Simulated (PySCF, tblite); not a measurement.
# C₄H₇NO₃S: a rotation path, then NMR shifts on frames

How do NMR shifts of C₄H₇NO₃S (`C=C(C(N)=O)S(C)(=O)=O`) change as the atoms move?

The runs use tblite 0.8.0 and PySCF 2.14.0, with density-fitted response routines of our own; the level of theory stands in each step. All values are computed, except where a source is named. Atoms are numbered from 0 throughout.

### 1 The starting structure

16 atoms, charge 0, multiplicity 1; geometry from: GFN2-xTB.

Bonds of the start (Å): C0–C1 1.32, C1–C2 1.50, C2–N3 1.35, C2–O4 1.21, C1–S5 1.81, S5–C6 1.81, S5–O7 1.45, S5–O8 1.43, C0–H9 1.08, C0–H10 1.08, N3–H11 1.01, N3–H12 1.01, C6–H13 1.08, C6–H14 1.08, C6–H15 1.08.

### 2 A band between two rotamers with GFN2-xTB

What the job is given:

```
{"job": {"kind": "neb", "xc": "GFN2-xTB", "basis": "xTB", "atoms": [3, 2, 1, 5], "turn": 180}, "charge": 0, "multiplicity": 1}
C     -0.609507     1.929801    -0.498289
C     -0.528990     0.719311     0.025424
C     -1.474709    -0.388025    -0.318389
N     -1.529337    -1.371969     0.598989
O     -2.104845    -0.388520    -1.354082
S      0.817245     0.387076     1.181831
C      1.886705    -0.760649     0.271703
O      0.290536    -0.311531     2.333918
O      1.539202     1.602363     1.421682
H     -1.384524     2.181051    -1.205446
H      0.098883     2.689989    -0.213723
H     -1.060223    -1.265340     1.491322
H     -2.209606    -2.103475     0.470142
H      2.696405    -1.053520     0.928705
H      1.296123    -1.620833    -0.015873
H      2.269043    -0.236783    -0.594361
```

Method: GFN2-xTB climbing-image nudged elastic band, gas phase.

The run is started by

```console
OMP_NUM_THREADS=1 python probes_run.py task.json out
```

This one command runs all jobs of the session in turn.

What it wrote:

```text
image   E - E0 / eV
  0       0.0000
  1       0.0079
  2       0.0274
  3       0.0580
  4       0.0925
  5       0.1191
  6       0.1318
  7       0.1321
  8       0.1151
```

Wall time 13 s (1 thread of Intel Xeon at 2.50GHz, shared host); peak memory 0.19 GiB.

The final band, with the dihedral N3–C2–C1–S5:

| image | dihedral (°) | energy (eV) | energy (kcal/mol) |
| --- | --- | --- | --- |
| 0 | 22 | 0.000 | 0.0 |
| 1 | 37 | 0.008 | 0.2 |
| 2 | 50 | 0.027 | 0.6 |
| 3 | 61 | 0.058 | 1.3 |
| 4 | 72 | 0.093 | 2.1 |
| 5 | 83 | 0.119 | 2.7 |
| 6 | 94 | 0.132 | 3.0 |
| 7 | 105 | 0.132 | 3.0 |
| 8 | 106 | 0.115 | 2.7 |

### 3 Shielding tensors: image 0, PBE0/pcSseg-1

What the job is given:

```
{"job": {"kind": "nmr", "xc": "PBE0", "basis": "pcSseg-1", "pop": false}, "charge": 0, "multiplicity": 1}
C     -0.609500     1.929800    -0.498300
C     -0.529000     0.719300     0.025400
C     -1.474700    -0.388000    -0.318400
N     -1.529300    -1.372000     0.599000
O     -2.104800    -0.388500    -1.354100
S      0.817200     0.387100     1.181800
C      1.886700    -0.760600     0.271700
O      0.290500    -0.311500     2.333900
O      1.539200     1.602400     1.421700
H     -1.384500     2.181100    -1.205400
H      0.098900     2.690000    -0.213700
H     -1.060200    -1.265300     1.491300
H     -2.209600    -2.103500     0.470100
H      2.696400    -1.053500     0.928700
H      1.296100    -1.620800    -0.015900
H      2.269000    -0.236800    -0.594400
```

With the program's defaults for keys left out, this is: GIAO PBE0/pcSseg-1 NMR shielding, non-relativistic, gas phase.

What it wrote:

```text
coarse grid: 14632 points
cycle   1  E = -834.0610986560  dE =  2.244e+00  |g| = 1.393e+00  |ddm| = 3.938e+00
cycle   2  E = -832.7721718322  dE =  1.289e+00  |g| = 2.959e+00  |ddm| = 4.581e+00
cycle   3  E = -834.3972722961  dE = -1.625e+00  |g| = 3.261e-01  |ddm| = 3.642e+00
cycle   4  E = -834.4155131849  dE = -1.824e-02  |g| = 1.656e-01  |ddm| = 3.877e-01
cycle   5  E = -834.4202471591  dE = -4.734e-03  |g| = 5.636e-02  |ddm| = 1.671e-01
cycle   6  E = -834.4209241380  dE = -6.770e-04  |g| = 1.052e-02  |ddm| = 5.613e-02
cycle   7  E = -834.4209428062  dE = -1.867e-05  |g| = 4.199e-03  |ddm| = 1.105e-02
cycle   8  E = -834.4209465771  dE = -3.771e-06  |g| = 1.142e-03  |ddm| = 3.714e-03
final grid: 138800 points
cycle   9  E = -834.5044557997  dE = -1.276e-05  |g| = 1.594e-02  |ddm| = 3.040e-02
cycle  10  E = -834.5043437098  dE =  1.121e-04  |g| = 2.902e-02  |ddm| = 3.722e-02
cycle  11  E = -834.5045031631  dE = -1.595e-04  |g| = 3.729e-03  |ddm| = 2.624e-02
cycle  12  E = -834.5045059993  dE = -2.836e-06  |g| = 5.232e-04  |ddm| = 3.706e-03
cycle  13  E = -834.5045060490  dE = -4.963e-08  |g| = 2.181e-04  |ddm| = 6.009e-04
cycle  14  E = -834.5045060584  dE = -9.386e-09  |g| = 4.988e-05  |ddm| = 2.039e-04
cycle  15  E = -834.5045060587  dE = -3.329e-10  |g| = 2.836e-05  |ddm| = 6.207e-05
converged SCF energy = -834.5045060587

GIAO shielding tensors (ppm)
atom      isotropic    diamagn.    paramagn.     s11        s22        s33       span
  0 C       43.709     252.085    -208.375    -74.001     25.534    179.595    253.596
  1 C       34.563     273.721    -239.158    -65.265     57.581    111.372    176.638
  2 C       24.522     242.270    -217.747    -72.441     49.274     96.735    169.176
  3 N      145.418     325.733    -180.315     51.587    168.301    216.366    164.779
  4 O      -71.419     400.711    -472.130   -343.319   -189.915    318.976    662.295
  5 S      207.992    1051.954    -843.962     55.615    199.321    369.038    313.423
  6 C      138.583     256.859    -118.276    108.849    119.009    187.891     79.042
  7 O      129.282     401.492    -272.211     77.390    114.323    196.132    118.743
  8 O      144.162     398.039    -253.876     79.327    135.177    217.983    138.657
  9 H       24.309      30.380      -6.070     21.510     23.419     27.998      6.489
 10 H       24.816      31.377      -6.561     21.167     23.447     29.834      8.668
 11 H       23.011      33.851     -10.840     13.663     23.154     32.217     18.555
 12 H       26.890      30.473      -3.583     22.822     23.286     34.563     11.741
 13 H       28.747      28.343       0.404     26.101     26.452     33.687      7.586
 14 H       28.707      32.339      -3.632     24.938     28.879     32.305      7.367
 15 H       29.396      31.681      -2.285     26.413     27.551     34.223      7.810
```

Wall time 68 s (1 thread of Intel Xeon at 2.50GHz, shared host); peak memory 0.83 GiB.

The references, computed at this level on geometries of the same kind, shield at (ppm): 1H TMS 31.72, 13C TMS 186.9, 15N NH3 267.7, 17O H2O 336.1, 33S CS2 504. Their shielding less the atom's gives the shift. The references are single molecules in the gas phase, so shifts against H2O, NH3, PH3, H3PO4 or CFCl3 are not on the usual liquid scales and can be off by tens of ppm. Each atom is listed at this fixed geometry, with no averaging over motion; a spectrum would average atoms that exchange fast.

| atoms | environment | σ (ppm) | δ (ppm) |
| --- | --- | --- | --- |
| C2 | amide carbonyl carbon | 24.5 | 162.4 |
| C1 | α carbon of a C=C–C=O unit | 34.6 | 152.4 |
| C0 | β carbon of a C=C–C=O unit | 43.7 | 143.2 |
| C6 | methyl carbon bonded to S | 138.6 | 48.3 |
| H11 | hydrogen on an amide-type nitrogen | 23.01 | 8.71 |
| H9 | hydrogen on a β carbon of a C=C–C=O unit | 24.31 | 7.41 |
| H10 | hydrogen on a β carbon of a C=C–C=O unit | 24.82 | 6.90 |
| H12 | hydrogen on an amide-type nitrogen | 26.89 | 4.83 |
| H14 | hydrogen on a methyl carbon bonded to S | 28.71 | 3.01 |
| H13 | hydrogen on a methyl carbon bonded to S | 28.75 | 2.97 |
| H15 | hydrogen on a methyl carbon bonded to S | 29.40 | 2.32 |
| N3 | amide-type nitrogen | 145.4 | 122.3 |
| O4 | amide-type carbonyl oxygen | -71.4 | 407.5 |
| O7 | S=O oxygen | 129.3 | 206.8 |
| O8 | S=O oxygen | 144.2 | 191.9 |
| S5 | sulfone sulfur | 208 | 296 |

### 4 Nuclear shieldings: image 3, PBE0/pcSseg-1

What the job is given:

```
{"job": {"kind": "nmr", "xc": "PBE0", "basis": "pcSseg-1", "pop": false}, "charge": 0, "multiplicity": 1}
C     -0.651500     1.886600    -0.399900
C     -0.496300     0.654500     0.040500
C     -1.340400    -0.521300    -0.330200
N     -1.944600    -1.102800     0.723600
O     -1.472800    -0.885300    -1.478800
S      0.883400     0.306900     1.151400
C      2.002100    -0.701500     0.145000
O      0.379400    -0.493500     2.241700
O      1.542600     1.539300     1.477200
H     -1.453300     2.159500    -1.066600
H      0.029300     2.656700    -0.075500
H     -1.623800    -0.911400     1.661000
H     -2.497900    -1.928800     0.554300
H      2.861900    -0.954800     0.753200
H      1.473700    -1.592600    -0.167800
H      2.300300    -0.102400    -0.705700
```

Method: GIAO PBE0/pcSseg-1 NMR shielding, non-relativistic, gas phase.

What it wrote:

```text
coarse grid: 14632 points
cycle   1  E = -834.0559419660  dE =  2.235e+00  |g| = 1.394e+00  |ddm| = 3.923e+00
cycle   2  E = -832.8016544637  dE =  1.254e+00  |g| = 2.927e+00  |ddm| = 4.254e+00
cycle   3  E = -834.3934217532  dE = -1.592e+00  |g| = 3.203e-01  |ddm| = 3.330e+00
cycle   4  E = -834.4111276966  dE = -1.771e-02  |g| = 1.635e-01  |ddm| = 3.702e-01
cycle   5  E = -834.4155941650  dE = -4.466e-03  |g| = 5.864e-02  |ddm| = 1.600e-01
cycle   6  E = -834.4163178345  dE = -7.237e-04  |g| = 1.067e-02  |ddm| = 5.770e-02
cycle   7  E = -834.4163376554  dE = -1.982e-05  |g| = 4.191e-03  |ddm| = 1.073e-02
cycle   8  E = -834.4163414287  dE = -3.773e-06  |g| = 1.172e-03  |ddm| = 3.623e-03
final grid: 138800 points
cycle   9  E = -834.5003474521  dE = -1.117e-05  |g| = 1.585e-02  |ddm| = 2.926e-02
cycle  10  E = -834.5002345383  dE =  1.129e-04  |g| = 2.900e-02  |ddm| = 3.590e-02
cycle  11  E = -834.5003944226  dE = -1.599e-04  |g| = 3.603e-03  |ddm| = 2.493e-02
cycle  12  E = -834.5003970530  dE = -2.630e-06  |g| = 5.162e-04  |ddm| = 3.378e-03
cycle  13  E = -834.5003971008  dE = -4.787e-08  |g| = 2.082e-04  |ddm| = 5.772e-04
cycle  14  E = -834.5003971093  dE = -8.489e-09  |g| = 4.366e-05  |ddm| = 1.925e-04
cycle  15  E = -834.5003971095  dE = -2.285e-10  |g| = 2.746e-05  |ddm| = 5.717e-05
converged SCF energy = -834.5003971095

GIAO shielding tensors (ppm)
atom      isotropic    diamagn.    paramagn.     s11        s22        s33       span
  0 C       51.409     251.970    -200.561    -61.854     39.620    176.461    238.315
  1 C       29.670     274.537    -244.866    -71.553     46.653    113.910    185.464
  2 C       19.874     245.011    -225.137    -76.224     39.822     96.023    172.248
  3 N      139.511     325.079    -185.567     40.667    161.579    216.288    175.621
  4 O     -107.445     402.338    -509.783   -413.659   -207.336    298.662    712.321
  5 S      210.046    1052.380    -842.335     53.044    204.823    372.270    319.227
  6 C      138.706     256.847    -118.141    109.684    119.606    186.827     77.142
  7 O      127.312     401.306    -273.994     69.454    115.724    196.757    127.302
  8 O      141.401     398.786    -257.385     77.516    134.932    211.755    134.239
  9 H       24.980      30.196      -5.217     21.915     24.426     28.598      6.683
 10 H       25.010      31.486      -6.476     21.674     23.730     29.626      7.952
 11 H       25.076      33.634      -8.558     18.134     27.091     30.003     11.869
 12 H       26.789      30.688      -3.898     22.122     23.810     34.436     12.313
 13 H       28.716      28.052       0.665     26.090     26.383     33.676      7.586
 14 H       28.904      32.236      -3.332     25.433     28.470     32.810      7.377
 15 H       29.282      31.688      -2.406     26.455     27.337     34.054      7.599
```

Run time: 65 s. Hardware: 1 thread of Intel Xeon at 2.50GHz, shared host; peak memory 0.89 GiB.

Key values: δ C2 167.1, C1 157.3, C0 135.5, C6 48.2, H9 6.74, H10 6.71 ppm.

### 5 NMR shieldings: image 7, PBE0/pcSseg-1

What the job is given:

```
{"job": {"kind": "nmr", "xc": "PBE0", "basis": "pcSseg-1", "pop": false}, "charge": 0, "multiplicity": 1}
C     -0.738800     1.781400    -0.208400
C     -0.450900     0.548200     0.149900
C     -1.201700    -0.695700    -0.177600
N     -2.328600    -0.863900     0.545100
O     -0.824000    -1.467700    -1.032000
S      1.049500     0.250000     1.120300
C      2.147900    -0.642700    -0.001800
O      0.683600    -0.603300     2.218800
O      1.631900     1.526900     1.430600
H     -1.612300     2.032300    -0.788700
H     -0.075800     2.579900     0.082800
H     -2.495900    -0.309100     1.366300
H     -2.846700    -1.721800     0.435100
H      3.050900    -0.882000     0.546200
H      1.639000    -1.539500    -0.330800
H      2.364200     0.015900    -0.832400
```

With the program's defaults for keys left out, this is: GIAO PBE0/pcSseg-1 NMR shielding, non-relativistic, gas phase.

What it wrote:

```text
coarse grid: 14632 points
cycle   1  E = -834.0544600908  dE =  2.232e+00  |g| = 1.391e+00  |ddm| = 3.935e+00
cycle   2  E = -832.8208872108  dE =  1.234e+00  |g| = 2.901e+00  |ddm| = 3.984e+00
cycle   3  E = -834.3926901767  dE = -1.572e+00  |g| = 3.137e-01  |ddm| = 3.063e+00
cycle   4  E = -834.4098164053  dE = -1.713e-02  |g| = 1.600e-01  |ddm| = 3.608e-01
cycle   5  E = -834.4139000818  dE = -4.084e-03  |g| = 6.073e-02  |ddm| = 1.525e-01
cycle   6  E = -834.4146668592  dE = -7.668e-04  |g| = 1.042e-02  |ddm| = 5.828e-02
cycle   7  E = -834.4146864570  dE = -1.960e-05  |g| = 4.242e-03  |ddm| = 1.062e-02
cycle   8  E = -834.4146904030  dE = -3.946e-06  |g| = 1.174e-03  |ddm| = 3.597e-03
final grid: 138800 points
cycle   9  E = -834.4988109665  dE = -1.303e-05  |g| = 1.589e-02  |ddm| = 2.952e-02
cycle  10  E = -834.4986978109  dE =  1.132e-04  |g| = 2.895e-02  |ddm| = 3.513e-02
cycle  11  E = -834.4988586681  dE = -1.609e-04  |g| = 3.458e-03  |ddm| = 2.413e-02
cycle  12  E = -834.4988610151  dE = -2.347e-06  |g| = 5.128e-04  |ddm| = 3.091e-03
cycle  13  E = -834.4988610605  dE = -4.537e-08  |g| = 2.169e-04  |ddm| = 5.896e-04
cycle  14  E = -834.4988610694  dE = -8.909e-09  |g| = 4.354e-05  |ddm| = 1.929e-04
cycle  15  E = -834.4988610696  dE = -2.333e-10  |g| = 2.751e-05  |ddm| = 5.565e-05
converged SCF energy = -834.4988610696

GIAO shielding tensors (ppm)
atom      isotropic    diamagn.    paramagn.     s11        s22        s33       span
  0 C       56.633     252.741    -196.108    -53.419     48.802    174.515    227.934
  1 C       27.430     273.689    -246.259    -71.578     43.140    110.728    182.306
  2 C       16.930     245.849    -228.919    -78.113     32.456     96.448    174.562
  3 N      140.548     324.129    -183.581     40.171    151.843    229.629    189.459
  4 O     -101.494     403.406    -504.901   -423.422   -205.083    324.022    747.445
  5 S      209.452    1052.130    -842.678     51.729    202.463    374.162    322.433
  6 C      138.613     256.562    -117.949    109.984    119.731    186.125     76.141
  7 O      120.141     400.095    -279.954     62.246    108.294    189.883    127.637
  8 O      134.910     399.149    -264.239     80.393    119.380    204.958    124.565
  9 H       25.352      30.696      -5.344     22.214     24.855     28.988      6.773
 10 H       25.130      31.870      -6.740     22.034     23.889     29.467      7.433
 11 H       26.500      33.170      -6.669     22.538     25.730     31.233      8.695
 12 H       26.846      30.472      -3.627     22.017     23.552     34.968     12.952
 13 H       28.841      27.701       1.140     26.273     26.579     33.671      7.398
 14 H       28.166      31.875      -3.709     24.032     28.407     32.059      8.027
 15 H       29.355      31.621      -2.267     26.452     27.456     34.156      7.704
```

It took 73 s on 1 thread of Intel Xeon at 2.50GHz, shared host; peak memory 0.84 GiB.

In short: δ C2 170.0, C1 159.5, C0 130.3, C6 48.3, H10 6.59, H9 6.36 ppm.

### 6 NMR shieldings: image 8, PBE0/pcSseg-1

What the job is given:

```
{"job": {"kind": "nmr", "xc": "PBE0", "basis": "pcSseg-1", "pop": false}, "charge": 0, "multiplicity": 1}
C     -0.762800     1.804100    -0.232800
C     -0.456500     0.575200     0.122900
C     -1.164900    -0.705100    -0.145200
N     -2.295800    -0.876300     0.569000
O     -0.731000    -1.523100    -0.928300
S      1.035100     0.255500     1.100200
C      2.131100    -0.639200    -0.023400
O      0.630500    -0.612000     2.173900
O      1.628600     1.517500     1.448200
H     -1.643900     2.048900    -0.804800
H     -0.106300     2.611000     0.051600
H     -2.517700    -0.259100     1.330300
H     -2.743200    -1.779500     0.541700
H      2.903300    -1.109900     0.571700
H      1.533500    -1.380300    -0.540500
H      2.552400     0.081300    -0.711000
```

Method: GIAO PBE0/pcSseg-1 NMR shielding, non-relativistic, gas phase.

What it wrote:

```text
coarse grid: 14632 points
cycle   1  E = -834.0554094322  dE =  2.241e+00  |g| = 1.388e+00  |ddm| = 3.942e+00
cycle   2  E = -832.8436701689  dE =  1.212e+00  |g| = 2.883e+00  |ddm| = 3.997e+00
cycle   3  E = -834.3923138071  dE = -1.549e+00  |g| = 3.091e-01  |ddm| = 3.072e+00
cycle   4  E = -834.4089985316  dE = -1.668e-02  |g| = 1.569e-01  |ddm| = 3.557e-01
cycle   5  E = -834.4129262018  dE = -3.928e-03  |g| = 6.025e-02  |ddm| = 1.508e-01
cycle   6  E = -834.4136791333  dE = -7.529e-04  |g| = 1.024e-02  |ddm| = 5.818e-02
cycle   7  E = -834.4136981319  dE = -1.900e-05  |g| = 4.131e-03  |ddm| = 1.049e-02
cycle   8  E = -834.4137018713  dE = -3.739e-06  |g| = 1.160e-03  |ddm| = 3.512e-03
final grid: 138800 points
cycle   9  E = -834.4979420624  dE = -1.284e-05  |g| = 1.562e-02  |ddm| = 2.964e-02
cycle  10  E = -834.4978345952  dE =  1.075e-04  |g| = 2.827e-02  |ddm| = 3.487e-02
cycle  11  E = -834.4979883150  dE = -1.537e-04  |g| = 3.416e-03  |ddm| = 2.385e-02
cycle  12  E = -834.4979905866  dE = -2.272e-06  |g| = 5.098e-04  |ddm| = 3.043e-03
cycle  13  E = -834.4979906311  dE = -4.451e-08  |g| = 2.144e-04  |ddm| = 5.860e-04
cycle  14  E = -834.4979906398  dE = -8.682e-09  |g| = 4.310e-05  |ddm| = 1.906e-04
cycle  15  E = -834.4979906400  dE = -2.308e-10  |g| = 2.673e-05  |ddm| = 5.542e-05
converged SCF energy = -834.4979906400

GIAO shielding tensors (ppm)
atom      isotropic    diamagn.    paramagn.     s11        s22        s33       span
  0 C       59.589     252.559    -192.971    -48.415     51.261    175.921    224.336
  1 C       27.839     273.869    -246.030    -68.652     41.447    110.724    179.377
  2 C       16.493     246.133    -229.641    -77.590     29.673     97.395    174.985
  3 N      140.122     324.219    -184.097     39.598    151.501    229.266    189.668
  4 O      -96.115     403.138    -499.252   -413.828   -200.215    325.699    739.527
  5 S      207.333    1052.208    -844.875     50.387    203.282    368.331    317.944
  6 C      139.217     256.841    -117.624    107.965    121.189    188.496     80.531
  7 O      119.585     400.487    -280.902     63.355    109.287    186.112    122.757
  8 O      131.377     399.074    -267.697     72.515    119.691    201.925    129.410
  9 H       25.401      30.630      -5.229     22.420     24.825     28.957      6.537
 10 H       25.248      31.654      -6.407     22.289     24.021     29.433      7.143
 11 H       26.492      33.217      -6.725     22.650     25.574     31.252      8.602
 12 H       26.806      30.559      -3.753     22.031     23.512     34.875     12.844
 13 H       28.918      28.007       0.911     26.409     26.633     33.713      7.304
 14 H       27.432      32.040      -4.608     22.383     28.367     31.547      9.163
 15 H       29.402      31.057      -1.655     26.056     27.691     34.459      8.404
```

It took 75 s on 1 thread of Intel Xeon at 2.50GHz, shared host; peak memory 0.88 GiB.

This run: δ C2 170.4, C1 159.1, C0 127.3, C6 47.7, H10 6.47, H9 6.32 ppm.

### 7 Run by run: NMR shifts

Shifts (ppm) of some atoms, chosen among heavy atoms and hydrogens apart, with basis size and wall time:

| frame | C2 | C0 | H11 | H14 | O4 | O7 | O8 | functions | time |
| --- | --- | --- | --- | --- | --- | --- | --- | --- | --- |
| image 0 | 162.4 | 143.2 | 8.71 | 3.01 | 407.5 | 206.8 | 191.9 | 195 | 68 s |
| image 3 | 167.1 | 135.5 | 6.64 | 2.81 | 443.5 | 208.8 | 194.7 | 195 | 65 s |
| image 7 | 170.0 | 130.3 | 5.22 | 3.55 | 437.6 | 215.9 | 201.2 | 195 | 73 s |
| image 8 | 170.4 | 127.3 | 5.23 | 4.28 | 432.2 | 216.5 | 204.7 | 195 | 75 s |

### 8 Results

| quantity | value |
| --- | --- |
| barrier | 0.132 eV (3.0 kcal/mol) at image 7 |
| end to end (GFN2-xTB) | 0.115 eV |
| 13C shifts against TMS (PBE0/pcSseg-1, image 0) | 162.4, 152.4, 143.2, 48.3 ppm |
| 1H shifts against TMS (PBE0/pcSseg-1, image 0) | 8.71, 7.41, 6.90, 4.83, 3.01, 2.97, 2.32 ppm |
| 15N shifts against NH3 (PBE0/pcSseg-1, image 0) | 122.3 ppm |
| 17O shifts against H2O (PBE0/pcSseg-1, image 0) | 407.5, 206.8, 191.9 ppm |
| 33S shifts against CS2 (PBE0/pcSseg-1, image 0) | 296 ppm |
| range of the shift of O4 | 407.5 to 443.5 ppm |

In words: Along the band the dihedral turns by 84°, and the top (dihedral 105°) lies 3.0 kcal/mol above the start (GFN2-xTB, rough), so at room temperature this motion is fast. The top was not checked by a frequency run. Shifts at one fixed geometry are not the observed spectrum, which averages over the motion. In the first frame run (image 0): The largest span, 662 ppm, is at O4, where the paramagnetic term is -472 ppm. In ppm, O4 moves most: its shift spreads over 36.0 ppm, from 407.5 (image 0) to 443.5 (image 3). At PBE0/pcSseg-1 the highest of the frames run is image 8, not the band's top, so the GFN2-xTB barrier is not borne out there and is unsure.
